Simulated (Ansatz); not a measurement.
# GaH3O2: the cost of one run

Method: PBE0-D4/def2-TZVP structures, single points in def2-TZVPP, no counterpoise correction; program: Ansatz 0.2.0, Gaussian basis.

Levels: SPW92, PBE-D4, BLYP-D4, r2SCAN-D4, B97M-V, PBE0-D4, B3LYP-D4, r2SCAN0-D4, BHLYP-D4, CAM-B3LYP-D4, wB97X-V, wB97M-V, B2PLYP, PBE-QIDH, RPA on PBE, Hartree-Fock, MP2, CCSD, CCSD(T).

Cores are frozen in the correlated methods. Filled d shells of the heavier atoms are correlated. B3LYP uses VWN-RPA correlation. B2PLYP carries no dispersion term here.

94 further runs of the same task are left out: 94 set aside as unsound or not needed. Runs told in other sessions of the task aren't counted.

## 1. The starting structure

The complex: 11 atoms, charge 0, spin multiplicity 1.

Atoms are counted from 1 here; the program's logs count them from 0.

Bond lengths: Ga1–O3 1.779 Å, Ga1–O4 1.788 Å, Ga1–H6 1.547 Å, C2–H5 1.091 Å, C2–H7 1.090 Å, C2–H8 1.091 Å, C2–H9 1.091 Å, O3–H10 0.960 Å, O4–H11 0.959 Å. Angles: O3–Ga1–O4 112.4°, O3–Ga1–H6 121.7°, O4–Ga1–H6 125.8°, H5–C2–H7 108.9°, H5–C2–H8 109.9°, H5–C2–H9 110.1°, H7–C2–H8 108.9°, H7–C2–H9 108.8°, H8–C2–H9 110.0°, Ga1–O3–H10 112.4°, Ga1–O4–H11 114.8°.

Coordinates:

```xyz
11

Ga   -0.6104   -1.3265   -0.1683
C     0.9217    1.4860   -0.3638
O    -2.1784   -0.5053   -0.3474
O    -0.1348   -1.5223    1.5445
H     1.4963    0.9033   -1.0851
H     0.1768   -1.8528   -1.3910
H     1.3361    2.4927   -0.3121
H    -0.1205    1.5478   -0.6812
H     0.9850    1.0276    0.6247
H    -2.5642   -0.2637    0.4982
H     0.6926   -1.9869    1.6814
```

Its parts: GaH₃O₂ holds atoms 1, 3, 4, 6, 10, 11; CH₄ holds atoms 2, 5, 7, 8, 9. Each part counts its atoms afresh in its own runs.

## 2. Relaxing GaH₃O₂ alone

relax-a/in.yaml

```yaml
crystal:
  periodic: [false, false, false]
  atoms:
    - {symbol: Ga, position_ang: [-0.610448, -1.326470, -0.168270]}
    - {symbol: O, position_ang: [-2.178389, -0.505287, -0.347415]}
    - {symbol: O, position_ang: [-0.134779, -1.522273, 1.544543]}
    - {symbol: H, position_ang: [0.176834, -1.852786, -1.391029]}
    - {symbol: H, position_ang: [-2.564220, -0.263702, 0.498245]}
    - {symbol: H, position_ang: [0.692617, -1.986946, 1.681378]}
basis:
  gaussian: {orbitals: def2-TZVP}
hamiltonian: {xc: pbe0, dispersion: d4}
relax: {f_tol: 0.005, max_steps: 200}
```

Launch:

```console
$ ansatz run in.yaml --threads 8 --pin off --events-out ev --progress --plain --max-ram 19148MiB
```

**Question.** How long does this run take on 8 threads of Arm Neoverse N1, shared host?

About 5.5 s.
